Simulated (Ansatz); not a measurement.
**CH5ClGaNO: one species, many methods**

The task here is to estimate one member of a computed series from the others.

Computed with Ansatz 0.2.0, Gaussian basis. Level: functionals in def2-TZVPP, the program's frozen cores in correlated methods.

The runs, in order: LDA (SPW92), PBE-D4, revPBE-D4, BLYP-D4, r2SCAN-D4, B97M-V, PBE0-D4, B3LYP-D4, r2SCANh-D4, r2SCAN0-D4, HSE06-D4, BHLYP-D4, CAM-B3LYP-D4, LC-ωPBE, ωB97X-V, ωB97M-V, B2PLYP, PBE-QIDH; CCSD(T)/def2-SVP; CCSD(T)/def2-TZVPP; MP2/def2-QZVPP; extrapolation to the limit; RPA on PBE.

**The geometry**

The geometry comes from an earlier relaxation with PBE0-D4 in a triple-zeta def2 set; it is a stationary point, not always the lowest conformer.

SMILES `C[O][Ga]([NH2])[Cl]`, 10 atoms, charge 0, spin multiplicity 1.

Atoms are counted from 1 here; the program's logs count them from 0.

Bond lengths: C1–O2 1.407 Å, C1–H6 1.098 Å, C1–H7 1.098 Å, C1–H8 1.093 Å, O2–Ga3 1.773 Å, Ga3–N4 1.803 Å, Ga3–Cl5 2.125 Å, N4–H9 1.005 Å, N4–H10 1.006 Å. Angles: O2–C1–H6 112.8°, O2–C1–H7 112.1°, O2–C1–H8 108.3°, H6–C1–H7 108.1°, H6–C1–H8 107.6°, H7–C1–H8 107.7°, C1–O2–Ga3 121.3°, O2–Ga3–N4 123.1°, O2–Ga3–Cl5 116.3°, N4–Ga3–Cl5 120.5°, Ga3–N4–H9 122.5°, Ga3–N4–H10 121.4°, H9–N4–H10 112.4°.

The first run:

Input file in.yaml:

```yaml
crystal:
  periodic: [false, false, false]
  atoms:
    - {symbol: C, position_ang: [-0.168879, -0.713742, -1.568664]}
    - {symbol: O, position_ang: [-0.315054, -1.281968, -0.289854]}
    - {symbol: Ga, position_ang: [-0.081823, -0.318075, 1.179552]}
    - {symbol: N, position_ang: [0.286401, 1.446549, 1.151308]}
    - {symbol: Cl, position_ang: [-0.363164, -1.332666, 3.025250]}
    - {symbol: H, position_ang: [-0.755781, 0.205510, -1.694742]}
    - {symbol: H, position_ang: [0.878865, -0.484283, -1.801396]}
    - {symbol: H, position_ang: [-0.523424, -1.437324, -2.307839]}
    - {symbol: H, position_ang: [0.594551, 1.920238, 0.319735]}
    - {symbol: H, position_ang: [0.531409, 1.944561, 1.989751]}
basis:
  gaussian: {orbitals: def2-TZVPP}
hamiltonian: {xc: lda}
output: {orbitals: {seedname: orbitals}}
```

Started as:

```sh
ansatz run in.yaml --threads 4 --pin off --events-out ev --progress --plain --max-ram 10444MiB
```

Steps of the session up to this table: LDA; PBE-D4 (GGA); revPBE-D4 (GGA); BLYP-D4 (GGA); r2SCAN-D4 (meta-GGA); B97M-V (meta-GGA); B3LYP-D4 (hybrid); r2SCANh-D4 (hybrid); r2SCAN0-D4 (hybrid); HSE06-D4 (hybrid); BHLYP-D4 (hybrid); CAM-B3LYP-D4 (range-separated); LC-ωPBE (range-separated); ωB97X-V (range-separated); ωB97M-V (range-separated); B2PLYP (double hybrid); PBE-QIDH (double hybrid).

One table of the session follows, with a row left open; its other results are not shown here.

It belongs to the step «Frontier levels by functional». 

| functional | HOMO (eV) | gap (eV) |
| --- | --- | --- |
| LDA (SPW92) | -6.46 | 4.59 |
| PBE-D4 | -6.27 | 4.68 |
| revPBE-D4 | -6.20 | 4.74 |
| BLYP-D4 | ? | ? |
| r2SCAN-D4 | -6.60 | 5.35 |
| B97M-V | -6.66 | 5.21 |
| PBE0-D4 | -7.76 | 7.10 |
| B3LYP-D4 | -7.51 | 6.51 |
| r2SCANh-D4 | -7.15 | 6.23 |
| r2SCAN0-D4 | -7.99 | 7.55 |
| HSE06-D4 | -7.35 | 6.32 |
| BHLYP-D4 | -9.15 | 9.32 |
| CAM-B3LYP-D4 | -9.22 | 9.49 |
| LC-ωPBE | -10.63 | 12.26 |
| ωB97X-V | -10.25 | 11.64 |
| ωB97M-V | -10.15 | 11.28 |

Q: Estimate the row for BLYP-D4 from the others.

Worked estimate for «HOMO (eV)». Against the share of exact exchange, B3LYP-D4 (0.2, -7.51), BHLYP-D4 (0.5, -9.15) give a slope of -5.47 per unit share; at 0 the line stands at -6.42.

The run gave: HOMO (eV): -6.16; gap (eV): 4.59. In «HOMO (eV)» the line misses by -0.26.
